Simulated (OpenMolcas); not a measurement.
# W²⁺ among point charges: CASSCF levels and susceptibility

How does a field of 4 point charges split the states of W²⁺, and what χT follows?

Method: state-averaged CASSCF, spin-orbit coupling by RASSI with atomic mean-field integrals. Code: OpenMolcas 26.06.

1 further run of the same task is left out (it didn't finish).

### 1 The atom as given

```
Species                           : W²⁺ (tungsten, Z = 74, 72 electrons)
Basis                             : ANO-RCC-VDZP [7s6p4d2f1g], 68 functions
Scalar Hamiltonian                : DKH2, point nucleus
Inactive shells                   : 1s 2s 2p 3s 3p 3d 4s 4p 4d 4f 5s 5p
Active space                      : 4 electrons in 5 orbitals (5d)
Some configurations of this space : 5d⁴
Orbitals                          : optimised for each spin and parity, averaged over all roots
```

The outer shells:

5d4
```
5d [↑ ][↑ ][↑ ][↑ ][  ]
```

The ion sits among 4 point charges of -2.5 e arranged as a square (D4h), 2.28 Å from the ion. The active orbitals were held to one l.

Each step is its own input file, run in one work folder so that later steps find the files of earlier ones. Labels, J, g values, rates, χT and fits are worked out afterwards by a script from the matrices that RASSI stores. The input lists half of the charges; inversion (Group=XYZ) makes the rest.

### 2 Basis and integrals

File a.inp:

```
&GATEWAY
Coord
1

W 0.0 0.0 0.0
Basis=ANO-RCC-VDZP
Group=XYZ
NoMove
AngMom=0.0 0.0 0.0
AMFI
XField
2 Angstrom 0
2.280000 0.000000 0.000000 -2.500000
0.000000 2.280000 0.000000 -2.500000
&SEWARD
```

Run with:

```bash
> OMP_NUM_THREADS=1 MOLCAS_MEM=1689 MOLCAS_PROJECT=a pymolcas a.inp > a.log
```

### 3 CASSCF: quintets of even parity, 5 roots

File a.inp:

```
&RASSCF
FileOrb=start.orb
Symmetry=1
Spin=5
nActEl=4 0 0
Inactive=15 19
Ras2=5 0
CIRoot=5 5 1
SDav=5
CIMx=300
Iter=120 100
PrWF=0.3
OrbListing=Nothing
MaxOrb=0
SupSym
1
20 4 5 6 7 8 10 11 12 13 14 16 17 18 19 20 23 24 25 26 27
0
>>> COPY $Project.JobIph JOB001
```

start.orb holds the contracted functions of the basis, ordered by shell, or the orbitals of the step before.

### 4 CASSCF: triplets of even parity, 45 roots

File a.inp:

```
&RASSCF
FileOrb=start.orb
Symmetry=1
Spin=3
nActEl=4 0 0
Inactive=15 19
Ras2=5 0
CIRoot=45 45 1
SDav=45
CIMx=300
Iter=120 100
PrWF=0.3
OrbListing=Nothing
MaxOrb=0
SupSym
1
20 4 5 6 7 8 10 11 12 13 14 16 17 18 19 20 23 24 25 26 27
0
>>> COPY $Project.JobIph JOB002
```

### 5 CASSCF: singlets of even parity, 50 roots

File a.inp:

```
&RASSCF
FileOrb=start.orb
Symmetry=1
Spin=1
nActEl=4 0 0
Inactive=15 19
Ras2=5 0
CIRoot=50 50 1
SDav=50
CIMx=300
Iter=120 100
PrWF=0.3
OrbListing=Nothing
MaxOrb=0
SupSym
1
20 4 5 6 7 8 10 11 12 13 14 16 17 18 19 20 23 24 25 26 27
0
>>> COPY $Project.JobIph JOB003
```

### 6 State interaction with spin-orbit coupling

File a.inp:

```
&RASSI
NrOfJobIphs=3 5 45 50
1 2 3 4 5
1 2 3 4 5 6 7 8 9 10 11 12 13 14 15 16 17 18 19 20 21 22 23 24 25 26 27
28 29 30 31 32 33 34 35 36 37 38 39 40 41 42 43 44 45
1 2 3 4 5 6 7 8 9 10 11 12 13 14 15 16 17 18 19 20 21 22 23 24 25 26 27
28 29 30 31 32 33 34 35 36 37 38 39 40 41 42 43 44 45 46 47 48 49 50
IphNames
JOB001
JOB002
JOB003
EJob
SpinOrbit
DIPRint=1.0
SOCoupling=1000.0
Subsets=2
Property=9
'ANGMOM' 1 'ANGMOM' 2 'ANGMOM' 3 'MLTPL  1' 1 'MLTPL  1' 2 'MLTPL  1' 3
'AMFI' 1 'AMFI' 2 'AMFI' 3
SOProperty=3
'ANGMOM' 1 'ANGMOM' 2 'ANGMOM' 3
```

Q: Predict the outcome of this session. Wanted: spin-free ground state; first state of the same spin within the active space; lowest level; next level.

**Answer**, as computed:

```
                                            quantity                            value
                                              method                           CASSCF
                              spin-free ground state  5B1, 1-fold in its orbital part
first state of the same spin within the active space                5B2 at 14200 cm⁻¹
                                        lowest level                        1-fold A1
                                          next level                       495.1 cm⁻¹
                                         χT at 300 K                   1.01 cm³ K/mol
                           effective moment at 300 K                          2.84 μB
```

In words: The spin-free ground state (5B1) comes to 100 % from free-ion D terms and keeps the highest spin of the shell. χT at 300 K is 1.01, against 3.01 cm³ K/mol for the spin alone, so spin-orbit coupling lowers it. An active space of the d shell alone favours high spin; real ions in strong fields can be low spin. The field of point charges can differ much from that of real complexes. With metal d orbitals alone active, the gaps between spin states are rough; where two lie within a few thousand cm-1, their order is open. This is an electrostatic model: the charges have no orbitals.
